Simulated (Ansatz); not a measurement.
**RbBr3: energies, forces and stress near the listed structure**

Aim: see how energy, forces, stress and gap of RbBr3 answer to swapped elements, other functionals. Nothing is relaxed unless a step says so.

Computed with Ansatz 0.2.0 (DFT PBE, scalar-relativistic, plane waves, PAW, unless a step's input says otherwise).

**1. The starting structure**

The structure is tetragonal, space group I4/mmm (No. 139). Conventional cell: a = 4.517 Å, b = 4.517 Å, c = 12.874 Å, α = 90.00°, β = 90.00°, γ = 90.00°. Rb (site symmetry 4/mmm) is surrounded by 4 Br at 3.19 Å. Br (site symmetry -4m2) is surrounded by 4 Br at 3.19 Å. Br (site symmetry 4/mmm) has 4 Rb at 3.19 Å as nearest neighbours.

Structure file:

```xyz
4
Lattice="-2.2586 2.2586 6.4370 2.2586 -2.2586 6.4370 2.2586 2.2586 -6.4370" Properties=species:S:1:pos:R:3 pbc="T T T"
Rb    0.0000    0.0000    0.0000
Br    0.0000    2.2586    3.2185
Br    2.2586    0.0000    3.2185
Br    0.0000    0.0000    6.4370
```

The structure comes from the Materials Project (structure only).

**2. Substitution of an element, cell strained: Rb → K, first probe**

Against the listed cell: K takes all sites of Rb, and lengths are scaled by 0.982 as a first guess of the size; strain xx, yy, zz, yz, xz, xy = +3.3, +3.3, +0.3, +0.0, +0.0, +0.0 %.

input.yaml reads:

```yaml
crystal:
  lattice:
    - [-2.2918919305, 2.2918919305, 6.3422672429]
    - [2.2918919305, -2.2918919305, 6.3422672429]
    - [2.2918919305, 2.2918919305, -6.3422672429]
  atoms:
    - { symbol: K, position: [0.0, 0.0, 0.0] }
    - { symbol: Br, position: [0.75, 0.25, 0.5] }
    - { symbol: Br, position: [0.25, 0.75, 0.5] }
    - { symbol: Br, position: [0.5, 0.5, 0.0] }
basis:
  ecutwfc: 420
kpoints:
  mp_grid: { grid: [6, 6, 6] }
hamiltonian:
  xc: pbe
scf:
  occupations: { method: gaussian, width: 0.1 }
output:
  forces: true
  stress: true
  eigenvalues: true
```

**3. Substitution of an element, cell strained: Rb → K**

Changes to input.yaml since step 2:

```diff
@@ -13,3 +13,3 @@
 kpoints:
-  mp_grid: { grid: [6, 6, 6] }
+  mp_grid: { grid: [14, 14, 14] }
 hamiltonian:
```

**4. Another functional, on a distorted cell: LDA**

input.yaml reads:

```yaml
crystal:
  lattice:
    - [-2.1145156904, 2.1145156904, 6.6057824809]
    - [2.1145156904, -2.1145156904, 6.6057824809]
    - [2.1145156904, 2.1145156904, -6.6057824809]
  atoms:
    - { symbol: Rb, position: [0.0, 0.0, 0.0] }
    - { symbol: Br, position: [0.75, 0.25, 0.5] }
    - { symbol: Br, position: [0.25, 0.75, 0.5] }
    - { symbol: Br, position: [0.5, 0.5, 0.0] }
basis:
  ecutwfc: 420
kpoints:
  mp_grid: { grid: [14, 14, 14] }
hamiltonian:
  xc: lda
scf:
  occupations: { method: gaussian, width: 0.1 }
output:
  forces: true
  stress: true
  eigenvalues: true
  populations: true
```

**5. Substitution of an element, cell strained: Br → Cl, first probe**

input.yaml reads:

```yaml
crystal:
  lattice:
    - [-2.0409402814, 2.0409402814, 6.3637271052]
    - [2.0409402814, -2.0409402814, 6.3637271052]
    - [2.0409402814, 2.0409402814, -6.3637271052]
  atoms:
    - { symbol: Rb, position: [0.0, 0.0, 0.0] }
    - { symbol: Cl, position: [0.75, 0.25, 0.5] }
    - { symbol: Cl, position: [0.25, 0.75, 0.5] }
    - { symbol: Cl, position: [0.5, 0.5, 0.0] }
basis:
  ecutwfc: 420
kpoints:
  mp_grid: { grid: [6, 6, 6] }
hamiltonian:
  xc: pbe
scf:
  occupations: { method: gaussian, width: 0.1 }
output:
  forces: true
  stress: true
  eigenvalues: true
```

**6. One element swapped, cell strained: Br → Cl**

Changes to input.yaml since step 5:

```diff
@@ -13,3 +13,3 @@
 kpoints:
-  mp_grid: { grid: [6, 6, 6] }
+  mp_grid: { grid: [14, 14, 14] }
 hamiltonian:
```

**7. Another functional, on a distorted cell: LDA**

input.yaml reads:

```yaml
crystal:
  lattice:
    - [-2.3539689743, 2.3539689743, 6.7089032887]
    - [2.3539689743, -2.3539689743, 6.7089032887]
    - [2.3539689743, 2.3539689743, -6.7089032887]
  atoms:
    - { symbol: Rb, position: [0.0, 0.0, 0.0] }
    - { symbol: Br, position: [0.75, 0.25, 0.5] }
    - { symbol: Br, position: [0.25, 0.75, 0.5] }
    - { symbol: Br, position: [0.5, 0.5, 0.0] }
basis:
  ecutwfc: 420
kpoints:
  mp_grid: { grid: [14, 14, 14] }
hamiltonian:
  xc: lda
scf:
  occupations: { method: gaussian, width: 0.1 }
output:
  forces: true
  stress: true
  eigenvalues: true
  populations: true
```

**8. Another functional, on a distorted cell: PBEsol**

input.yaml reads:

```yaml
crystal:
  lattice:
    - [-2.1046231665, 2.1046231665, 6.5775884024]
    - [2.1046231665, -2.1046231665, 6.5775884024]
    - [2.1046231665, 2.1046231665, -6.5775884024]
  atoms:
    - { symbol: Rb, position: [0.0, 0.0, 0.0] }
    - { symbol: Br, position: [0.75, 0.25, 0.5] }
    - { symbol: Br, position: [0.25, 0.75, 0.5] }
    - { symbol: Br, position: [0.5, 0.5, 0.0] }
basis:
  ecutwfc: 420
kpoints:
  mp_grid: { grid: [14, 14, 14] }
hamiltonian:
  xc: pbesol
scf:
  occupations: { method: gaussian, width: 0.1 }
output:
  forces: true
  stress: true
  eigenvalues: true
```

Q: Predict the outcome of this session. Wanted: for each run, case; energy; pressure; largest force.

The runs gave:

| step | case | energy (meV/atom) | pressure (GPa) | largest force (eV/Å) | gap on the mesh (eV) |
| --- | --- | --- | --- | --- | --- |
| 3 | substitution of an element, cell strained: Rb → K | n/a | -1.0 | 0.00 | 0.00 |
| 4 | another functional, on a distorted cell: LDA | n/a | 1.0 | 0.00 | 0.00 |
| 6 | one element swapped, cell strained: Br → Cl | n/a | 3.4 | 0.00 | 0.00 |
| 7 | another functional, on a distorted cell: LDA | n/a | -3.7 | 0.00 | 0.00 |
| 8 | another functional, on a distorted cell: PBEsol | n/a | 3.1 | 0.00 | 0.00 |

Other atoms or functionals have another zero of energy (n/a). A gap of 0.00 means none on the mesh at this level.

**Reading.** The final runs have no spin polarisation, so no magnetic state was tried and one may lie lower.
